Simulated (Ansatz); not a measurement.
Runs of Ansatz 0.2.0 on NiMoIrPdW. Symmetry: I4mm, No. 107, tetragonal system. Conventional cell: a = 2.740 Å, b = 2.740 Å, c = 19.433 Å, α = 90.00°, β = 90.00°, γ = 90.00°. Around Ni (site symmetry 4mm) lie 4 Mo at 2.60 Å and 4 Pd at 2.67 Å and 4 Ni at 2.74 Å. Mo (site symmetry 4mm) has 4 Ni at 2.60 Å and 4 Mo at 2.74 Å and 4 W at 2.94 Å as nearest neighbours. Around Pd (site symmetry 4mm) lie 4 Ni at 2.67 Å and 4 Pd at 2.74 Å and 4 Ir at 2.83 Å. Ir (site symmetry 4mm) is surrounded by 4 W at 2.69 Å and 4 Ir at 2.74 Å and 4 Pd at 2.83 Å. W (site symmetry 4mm) is surrounded by 4 Ir at 2.69 Å and 4 W at 2.74 Å and 4 Mo at 2.94 Å. The cell was built by a generator and needn't be a form met in nature.

| task | level | potentials or basis | cell | k mesh | cutoff (eV) | points for each segment of the path | target pressure (GPa) | gap on the mesh (eV) | pressure (GPa) | moment (μB) | largest force (eV/Å) |
| --- | --- | --- | --- | --- | --- | --- | --- | --- | --- | --- | --- |
| single point | PBE | Ansatz PAW earlier set | as given | 13 × 13 × 13 | 1080 | - | - | none | 0.0 | 0.00 | 0.03 |
| band structure | revPBE | Ansatz PAW | as given | 13 × 13 × 13 | 420 | 14 | - | none | 2.9 | 0.00 | (a) |
| relaxation of cell and atoms | PBE | Ansatz PAW | relaxed to 5 GPa | 10 × 10 × 10 | 420 | - | 5 | none | 5.0 | 0.00 | - |
| relaxation of cell and atoms | PBE | Ansatz PAW | relaxed to 2 GPa | 10 × 10 × 10 | 420 | - | 2 | none | 2.0 | 0.00 | - |
| relaxation of cell and atoms | revPBE | Ansatz PAW | relaxed | 10 × 10 × 10 | 420 | - | - | none | 0.0 | 0.00 | - |

Alike in all rows: spin collinear, ferromagnetic start; smearing fermi-dirac 0.05 eV.

Problem. Estimate the missing entries.

Solution. (a) 0.05.

Caveats: the starting moments weren't kept; the plane-wave basis is chosen anew once the cell has moved, so the energies of steps on either side of that aren't comparable (some runs); the PAW data sets come from PBE, with cores solved anew for the run's functional, which leaves a small shift of forces and pressure (some runs); spin-orbit coupling is left out, which moves the levels of the heavy elements (some runs).

A k mesh can miss the band edges, and the runs leave out spin-orbit coupling on Ir, Mo, Pd, W.

A gap of «none» marks a metal or a gap under the smearing width.

The runs don't all hold the same shells in valence.
